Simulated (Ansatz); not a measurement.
# Be2Ga2C3: the cost of one run

Method: DFT PBE, scalar-relativistic, plane waves, PAW, in Ansatz 0.2.0.

### 1 The system as given

Symmetry: P6/mmm, No. 191, hexagonal system. Conventional cell: a = 4.345 Å, b = 4.345 Å, c = 6.705 Å, α = 90.00°, β = 90.00°, γ = 120.00°. Be (site symmetry -6m2) is surrounded by 3 C at 2.51 Å and 3 Be at 2.51 Å. Ga (site symmetry 6mm) has 7 C at 2.23 to 2.75 Å and 1 Ga at 2.24 Å as nearest neighbours. C (site symmetry 6/mmm) has 2 Ga at 2.23 Å and 6 Be at 2.51 Å as nearest neighbours. C (site symmetry -6m2) has 3 C at 2.51 Å and 6 Ga at 2.75 Å as nearest neighbours.

Coordinates:

```
CELL_PARAMETERS angstrom
4.34494 0.00000 0.00000
-2.17247 3.76283 0.00000
0.00000 0.00000 6.70503
ATOMIC_POSITIONS crystal
Be 0.33333 0.66667 0.50000
Be 0.66667 0.33333 0.50000
Ga 0.00000 0.00000 0.16713
Ga 0.00000 0.00000 0.83287
C 0.00000 0.00000 0.50000
C 0.33333 0.66667 0.00000
C 0.66667 0.33333 0.00000
```

The cell is invented: random cell by space group and Wyckoff sites (P6/mmm, No. 191). Lengths come from tabulated atomic sizes and are only a guess.

### 2 A first look at the guess

File input.yaml:

```yaml
crystal:
  lattice:
    - [4.34493906, 0.0, 0.0]
    - [-2.17246953, 3.76282761, 0.0]
    - [0.0, 0.0, 6.7050349]
  atoms:
    - { symbol: Be, position: [0.33333333, 0.66666667, 0.5] }
    - { symbol: Be, position: [0.66666667, 0.33333333, 0.5] }
    - { symbol: Ga, position: [0.0, 0.0, 0.16712589] }
    - { symbol: Ga, position: [0.0, 0.0, 0.83287411] }
    - { symbol: C, position: [0.0, 0.0, 0.5] }
    - { symbol: C, position: [0.33333333, 0.66666667, 0.0] }
    - { symbol: C, position: [0.66666667, 0.33333333, 0.0] }
basis:
  ecutwfc: 420
kpoints:
  mp_grid: { grid: [6, 6, 4] }
hamiltonian:
  xc: pbe
scf:
  occupations: { method: gaussian, width: 0.1 }
  lower_state_search: "off"
output:
  forces: true
  stress: true
  eigenvalues: true
```

The run is started by

```bash
$ ansatz run input.yaml --threads 1 --pin off --max-ram 2560MiB --backend cpu --events-out ev --progress --plain --runs-dir out
```

**Question.** How long does this run take on 1 thread of Intel Xeon Platinum 8259CL at 2.50GHz (Skylake/Cascade Lake), shared host, and how much memory does it need?

About 6.9 s, with a peak of 0.48 GiB.
